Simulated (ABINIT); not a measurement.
Crystal: RuW.

```
W Ru
1.0
     2.76681    0.00000    0.00000
    -1.38340    2.39613    0.00000
     0.00000    0.00000    4.46224
W Ru
1 1
Direct
  0.66667 0.33333 0.00000
  0.00000 0.00000 0.50000
```

The cell comes from a database or a generator and needn't be the stable form of this composition.

```yaml
Program: ABINIT 10.8.3 (patched build)
Task: relaxation of cell and atoms
Functional: PBE
Potentials_or_basis: JTH PAW PBE v2.0
Cutoff: 435 eV
k_mesh: 11 × 11 × 6
Occupations: fermi-dirac, width 0.05 eV
Spin: no spin polarisation
```

At the start: pressure 4.4 GPa; volume 14.79 Å³/atom.

How do energy, volume and symmetry change on relaxing?

Over 5 steps the energy falls by 4.2 meV/atom and the volume is 15.00 Å³/atom (+1.4 %); space group P-6m2 (No. 187, to 0.05 Å).

Step by step:
```tsv
step	energy change (eV)	largest force (eV/Å)	pressure (GPa)	volume (Å³)
1	0.0000	0.0000	4.40	29.58
2	-0.0075	0.0000	0.22	29.98
3	-0.0082	0.0000	-0.23	30.03
4	-0.0084	0.0000	-0.13	30.02
5	-0.0084	0.0000	-0.02	30.01
```

Final structure:
```
W Ru
1.0
     2.78969    0.00000    0.00000
    -1.39485    2.41594    0.00000
     0.00000    0.00000    4.45256
W Ru
1 1
Cartesian
  1.3948 0.8053 0.0000
  0.0000 0.0000 2.2263
```
